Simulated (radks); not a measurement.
**The Coulomb parameter U of the 4d shell of Mo**

An exercise on one series of results from a longer session: the logs are not shown, and one member is left open.

Method: scalar-relativistic Kohn-Sham, BLYP, spin-unpolarised, spherical densities, finite nucleus. Code: radks (a radial shooting solver on a logarithmic mesh, Libxc functionals) version 1.

### The atom as given

* element: molybdenum (Z = 42)
* charge: 0
* electrons: 42
* configuration: [Kr] 4d5 5s1
* nuclear rms radius: 4.4091 fm

Outer shells as boxes (Hund's rule):

Mo
```
[Kr] core
4d [↑ ][↑ ][↑ ][↑ ][↑ ]
5s [↑ ]
```

The first run:

The run's settings:

```text
Z 42
configuration [Kr] 4d5 5s1
relativity scalar-relativistic
functional b88,lyp
spin unpolarised
nucleus finite rms 4.4091 fm
c 137.035999084
```

Steps of the session up to this table: Start: [Kr] 4d5 5s1.

One of the session's tables, all rows but one given; the rest of the session is left out.

Sizes of the orbitals, from the radial functions (bohr):

```
level     <r>  outermost maximum (interpolated)  90 % within  nodes
   2p  0.1339                             0.104        0.218      0
   3s       ?                                 ?            ?      ?
   3p  0.4307                             0.377        0.651      1
   3d  0.4154                             0.322        0.664      0
   4s   1.106                             0.988         1.61      3
   4p   1.237                              1.07         1.84      2
   5s   3.596                              2.94         5.44      4
   4d   2.010                              1.39         3.36      1
```

Q: Estimate the row for 3s from the others.

As computed: <r>: 0.4291; outermost maximum (interpolated): 0.384; 90 % within: 0.634; nodes: 2. In the column «<r>» it lies between 3d (0.4154) and 3p (0.4307).
